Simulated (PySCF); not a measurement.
# Re3 (Re3): the cost of one run

Program: PySCF 2.14.0. Level of theory: B3LYP, Re def2-SVP with ECP60; scalar-relativistic core potentials, no spin–orbit coupling. These are calculated values, not measurements.

2 further runs of the same task are left out: 2 for a known fault of the program.

### Step 1. The starting structure

3 atoms, charge 0, spin multiplicity 2.

Bond lengths: Re1–Re2 2.399 Å, Re1–Re3 2.399 Å, Re2–Re3 2.399 Å. Angles: Re2–Re1–Re3 60.0°, Re1–Re2–Re3 60.0°, Re1–Re3–Re2 60.0°.

Coordinates:

```xyz
3
Re3
Re    1.38480    0.00000    0.00000
Re   -0.69240    1.19930    0.00000
Re   -0.69240   -1.19930    0.00000
```

### Step 2. SCF at the start, doublet

The input, run.py (the lines that set the calculation):

```python
mol = gto.M(atom='''
Re     1.38480     0.00000     0.00000
Re    -0.69240     1.19930     0.00000
Re    -0.69240    -1.19930     0.00000''',
    basis={'Re': 'def2-SVP'},
    ecp={'Re': 'def2-SVP'},
    charge=0, spin=1)
mf = dft.UKS(mol, xc='B3LYP')
mf.grids.atom_grid = (50, 194)
mf = mf.density_fit()  # fitting sets: Re def2-universal-JKFIT
mf.conv_tol = 1e-08; mf.max_cycle = 55
mf.kernel(dm0)  # dm0: free metal ions and neutral atoms
```

Started as:

```sh
OMP_NUM_THREADS=2 python run.py
```

Q: Estimate wall time and peak memory on 2 threads of Arm Neoverse V2, shared host.

About 54 s, with a peak of 0.49 GiB.
